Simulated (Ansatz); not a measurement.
**C₂H₃AlO: up Jacob's ladder to CCSD(T)**

An exercise on one series of results from a longer session: the logs are not shown, and one member is left open.

The runs use Ansatz 0.2.0, Gaussian basis; functionals in def2-TZVPP, the program's frozen cores in correlated methods.

The runs, in order: LDA (SPW92), PBE-D4, revPBE-D4, BLYP-D4, r2SCAN-D4, B97M-V, PBE0-D4, B3LYP-D4, r2SCANh-D4, r2SCAN0-D4, HSE06-D4, BHLYP-D4, CAM-B3LYP-D4, LC-ωPBE, ωB97X-V, ωB97M-V, B2PLYP, PBE-QIDH; CCSD(T)/def2-SVP; CCSD(T)/def2-TZVPP; MP2/def2-QZVPP; extrapolation to the limit; RPA on PBE.

**The relaxed structure**

An earlier PBE0-D4 in a triple-zeta def2 set relaxation fixed the geometry.

SMILES `O=[C]1[CH2][AlH]1`, 7 atoms, charge 0, spin multiplicity 1.

Atoms are counted from 1 here; the program's logs count them from 0.

Bond lengths: O1–C2 1.193 Å, C2–C3 1.468 Å, C2–Al4 1.976 Å, C3–Al4 1.980 Å, C3–H5 1.111 Å, C3–H6 1.090 Å, Al4–H7 1.590 Å. Angles: O1–C2–C3 133.0°, O1–C2–Al4 148.3°, C3–C2–Al4 68.4°, C2–C3–Al4 68.1°, C2–C3–H5 107.9°, C2–C3–H6 122.8°, Al4–C3–H5 83.8°, Al4–C3–H6 153.1°, H5–C3–H6 112.0°, C2–Al4–C3 43.6°, C2–Al4–H7 178.9°, C3–Al4–H7 136.7°.

Coordinates:

```xyz
7

O    -0.5505   -1.8810    1.0770
C    -0.1517   -1.0223    0.3511
C     0.3365    0.3418    0.5875
Al   -0.4801    0.1489   -1.2065
H     1.2788    0.4713    0.0125
H     0.4029    0.7802    1.5837
H    -0.7748    1.0929   -2.4511
```

The first run:

in.yaml

```yaml
crystal:
  periodic: [false, false, false]
  atoms:
    - {symbol: O, position_ang: [-0.550525, -1.881000, 1.077042]}
    - {symbol: C, position_ang: [-0.151728, -1.022294, 0.351102]}
    - {symbol: C, position_ang: [0.336545, 0.341786, 0.587500]}
    - {symbol: Al, position_ang: [-0.480074, 0.148884, -1.206452]}
    - {symbol: H, position_ang: [1.278810, 0.471348, 0.012481]}
    - {symbol: H, position_ang: [0.402934, 0.780245, 1.583722]}
    - {symbol: H, position_ang: [-0.774762, 1.092931, -2.451093]}
basis:
  gaussian: {orbitals: def2-TZVPP}
hamiltonian: {xc: lda}
output: {orbitals: {seedname: orbitals}}
```

Command:

```bash
> ansatz run in.yaml --threads 2 --pin off --events-out ev --progress --plain --max-ram 4352MiB
```

Steps of the session up to this table: LDA; PBE-D4 (GGA); revPBE-D4 (GGA); BLYP-D4 (GGA); r2SCAN-D4 (meta-GGA); B97M-V (meta-GGA); PBE0-D4 (hybrid); B3LYP-D4 (hybrid); r2SCANh-D4 (hybrid); r2SCAN0-D4 (hybrid); HSE06-D4 (hybrid); BHLYP-D4 (hybrid); CAM-B3LYP-D4 (range-separated); LC-ωPBE (range-separated); ωB97X-V (range-separated); ωB97M-V (range-separated); B2PLYP (double hybrid); PBE-QIDH (double hybrid).

One table of the session follows, with a row left open; its other results are not shown here.

It belongs to the step «Frontier levels by functional». 

```
  functional  HOMO (eV)  LUMO (eV)  gap (eV)
 LDA (SPW92)      -4.98      -2.92      2.06
      PBE-D4      -4.85      -2.70      2.15
   revPBE-D4      -4.79      -2.60      2.19
     BLYP-D4      -4.75      -2.57      2.18
   r2SCAN-D4      -5.00      -2.46      2.53
      B97M-V      -5.09      -2.52      2.58
     PBE0-D4      -5.91      -1.93      3.98
    B3LYP-D4      -5.75      -2.12      3.63
  r2SCANh-D4      -5.40      -2.18      3.22
  r2SCAN0-D4          ?          ?         ?
    HSE06-D4      -5.52      -2.30      3.23
    BHLYP-D4      -6.95      -1.14      5.81
CAM-B3LYP-D4      -7.15      -0.96      6.19
     LC-ωPBE      -8.31       0.11      8.41
     ωB97X-V      -8.04       0.02      8.06
     ωB97M-V      -7.95      -0.22      7.73
```

**Question.** Estimate the row for r2SCAN0-D4.

Worked estimate for «HOMO (eV)». Against the share of exact exchange, r2SCAN-D4 (0, -5.00), r2SCANh-D4 (0.1, -5.40) give a slope of -4.00 per unit share; at 0.25 the line stands at -6.00.

The run gave: HOMO (eV): -6.02; LUMO (eV): -1.79; gap (eV): 4.24. In «HOMO (eV)» the line misses by +0.02.
